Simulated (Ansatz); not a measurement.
# F2HO2Si radical: small, medium and large basis sets

An exercise on one series of results from a longer session: the logs are not shown, and one member is left open.

Computed with Ansatz 0.2.0, Gaussian basis. Level: one geometry, several basis sets.

Plan: PBE0-D4/def2-SVP; ωB97M-V/def2-SVP; PBE0-D4/def2-QZVPP; ωB97M-V/def2-QZVPP; the functionals' def2-TZVPP values are taken from earlier runs.

### The geometry

The geometry comes from an earlier relaxation with PBE0-D4 in a triple-zeta def2 set; it is a stationary point.

SMILES `[O][Si](O)(F)F`, 6 atoms, charge 0, spin multiplicity 2.

Atoms are counted from 1 here; the program's logs count them from 0.

Bond lengths: O1–Si2 1.650 Å, Si2–O3 1.610 Å, Si2–F4 1.568 Å, Si2–F5 1.574 Å, O3–H6 0.959 Å. Angles: O1–Si2–O3 107.3°, O1–Si2–F4 113.2°, O1–Si2–F5 107.7°, O3–Si2–F4 107.3°, O3–Si2–F5 114.6°, F4–Si2–F5 107.0°, Si2–O3–H6 119.4°.

The first run:

in.yaml

```yaml
crystal:
  periodic: [false, false, false]
  atoms:
    - {symbol: O, position_ang: [0.493679, -1.265477, -1.068869]}
    - {symbol: Si, position_ang: [-0.223191, 0.007541, -0.302872]}
    - {symbol: O, position_ang: [0.206862, -0.062162, 1.246594]}
    - {symbol: F, position_ang: [-1.789720, -0.043215, -0.354728]}
    - {symbol: F, position_ang: [0.218229, 1.323093, -1.045940]}
    - {symbol: H, position_ang: [1.136142, -0.023880, 1.479614]}
basis:
  gaussian: {orbitals: def2-SVP}
magnetization: {spin_polarized: true, initial_magnetization: 1}
hamiltonian: {xc: pbe0, dispersion: d4}
output: {orbitals: {seedname: orbitals}}
```

Started as:

```sh
$ ansatz run in.yaml --threads 4 --pin off --events-out ev --progress --plain --max-ram 10444MiB
```

Steps of the session up to this table: PBE0-D4 in def2-SVP; ωB97M-V in def2-SVP; PBE0-D4 in def2-QZVPP; ωB97M-V in def2-QZVPP.

One table of the session follows, with a row left open; its other results are not shown here.

It belongs to the step «Density functionals: the series». 

```
functional       basis  HOMO (eV)  LUMO (eV)
   PBE0-D4    def2-SVP      -9.81      -5.23
   PBE0-D4  def2-TZVPP     -10.05      -5.43
   PBE0-D4  def2-QZVPP     -10.11      -5.47
   ωB97M-V    def2-SVP          ?          ?
   ωB97M-V  def2-TZVPP     -12.57      -3.18
   ωB97M-V  def2-QZVPP     -12.63      -3.25
```

Estimate the missing values for ωB97M-V, def2-SVP.

The run gave: HOMO (eV): -12.30; LUMO (eV): -2.90. In the column «HOMO (eV)» it lies between ωB97M-V, def2-TZVPP (-12.57) and PBE0-D4, def2-QZVPP (-10.11).
